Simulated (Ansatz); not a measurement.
# C2H5FGe: one species, many methods

The task here is to estimate one member of a computed series from the others.

The runs use Ansatz 0.2.0, Gaussian basis; functionals in def2-TZVPP, the program's frozen cores in correlated methods.

Levels to be run: LDA (SPW92), PBE-D4, revPBE-D4, BLYP-D4, r2SCAN-D4, B97M-V, PBE0-D4, B3LYP-D4, r2SCANh-D4, r2SCAN0-D4, HSE06-D4, BHLYP-D4, CAM-B3LYP-D4, LC-ωPBE, ωB97X-V, ωB97M-V, B2PLYP, PBE-QIDH; CCSD(T)/def2-SVP; CCSD(T)/def2-TZVPP; MP2/def2-QZVPP; extrapolation to the limit; RPA on PBE.

## The geometry

An earlier PBE0-D4 in a triple-zeta def2 set relaxation fixed the geometry.

SMILES `C=[C](F)[GeH3]`, 9 atoms, charge 0, spin multiplicity 1.

Atoms are counted from 1 here; the program's logs count them from 0.

Bond lengths: C1–C2 1.322 Å, C1–H5 1.084 Å, C1–H6 1.081 Å, C2–F3 1.351 Å, C2–Ge4 1.954 Å, Ge4–H7 1.535 Å, Ge4–H8 1.535 Å, Ge4–H9 1.534 Å. Angles: C2–C1–H5 121.4°, C2–C1–H6 119.8°, H5–C1–H6 118.8°, C1–C2–F3 119.4°, C1–C2–Ge4 126.8°, F3–C2–Ge4 113.8°, C2–Ge4–H7 109.3°, C2–Ge4–H8 109.3°, C2–Ge4–H9 107.6°, H7–Ge4–H8 109.4°, H7–Ge4–H9 110.5°, H8–Ge4–H9 110.6°.

Coordinates:

```mol
C2H5FGe
  3D, bonds by distance, orders not assigned

  9  8  0  0  0  0  0  0  0  0999 V2000
    0.6371    1.3924   -0.4951 C   0  0
    0.5600    0.0740   -0.4437 C   0  0
    1.4362   -0.6693   -1.1540 F   0  0
   -0.7240   -0.9837    0.5804 Ge  0  0
    1.3890    1.8921   -1.0957 H   0  0
   -0.0609    1.9941    0.0710 H   0  0
   -1.5388   -1.8619   -0.3789 H   0  0
    0.0312   -1.8779    1.5733 H   0  0
   -1.6414   -0.0063    1.3259 H   0  0
  1  2  8  0
  2  3  8  0
  2  4  8  0
  1  5  8  0
  1  6  8  0
  4  7  8  0
  4  8  8  0
  4  9  8  0
M  END
```

The first run:

in.yaml

```yaml
crystal:
  periodic: [false, false, false]
  atoms:
    - {symbol: C, position_ang: [0.637050, 1.392422, -0.495079]}
    - {symbol: C, position_ang: [0.560034, 0.073972, -0.443736]}
    - {symbol: F, position_ang: [1.436157, -0.669263, -1.154034]}
    - {symbol: Ge, position_ang: [-0.723995, -0.983702, 0.580435]}
    - {symbol: H, position_ang: [1.388998, 1.892107, -1.095725]}
    - {symbol: H, position_ang: [-0.060857, 1.994110, 0.071016]}
    - {symbol: H, position_ang: [-1.538829, -1.861905, -0.378935]}
    - {symbol: H, position_ang: [0.031203, -1.877885, 1.573261]}
    - {symbol: H, position_ang: [-1.641361, -0.006256, 1.325897]}
basis:
  gaussian: {orbitals: def2-TZVPP}
hamiltonian: {xc: lda}
output: {orbitals: {seedname: orbitals}}
```

Started as:

```
> ansatz run in.yaml --threads 4 --pin off --events-out ev --progress --plain --max-ram 10444MiB
```

Among the steps run: LDA; PBE-D4 (GGA); revPBE-D4 (GGA); BLYP-D4 (GGA); r2SCAN-D4 (meta-GGA); B97M-V (meta-GGA); B3LYP-D4 (hybrid); r2SCANh-D4 (hybrid); r2SCAN0-D4 (hybrid); HSE06-D4 (hybrid); BHLYP-D4 (hybrid); CAM-B3LYP-D4 (range-separated); LC-ωPBE (range-separated); ωB97X-V (range-separated); ωB97M-V (range-separated); B2PLYP (double hybrid); PBE-QIDH (double hybrid).

One of the session's tables, all rows but one given; the rest of the session is left out.

It belongs to the step «Orbital energies across the functionals». 

```
  functional  HOMO (eV)  gap (eV)
 LDA (SPW92)      -6.69      5.29
      PBE-D4      -6.51      5.34
   revPBE-D4      -6.44      5.36
     BLYP-D4          ?         ?
   r2SCAN-D4      -6.74      5.77
      B97M-V      -6.81      5.84
     PBE0-D4      -7.73      7.54
    B3LYP-D4      -7.51      7.08
  r2SCANh-D4      -7.20      6.59
  r2SCAN0-D4      -7.89      7.81
    HSE06-D4      -7.33      6.76
    BHLYP-D4      -8.80      9.68
CAM-B3LYP-D4      -9.08     10.04
     LC-ωPBE     -10.47     12.60
     ωB97X-V     -10.08     12.13
     ωB97M-V      -9.98     11.91
```

Q: Estimate the row for BLYP-D4 from the others.

Worked estimate for «HOMO (eV)». Against the share of exact exchange, B3LYP-D4 (0.2, -7.51), BHLYP-D4 (0.5, -8.80) give a slope of -4.30 per unit share; at 0 the line stands at -6.65.

The run gave: HOMO (eV): -6.37; gap (eV): 5.31. In «HOMO (eV)» the line misses by -0.28.
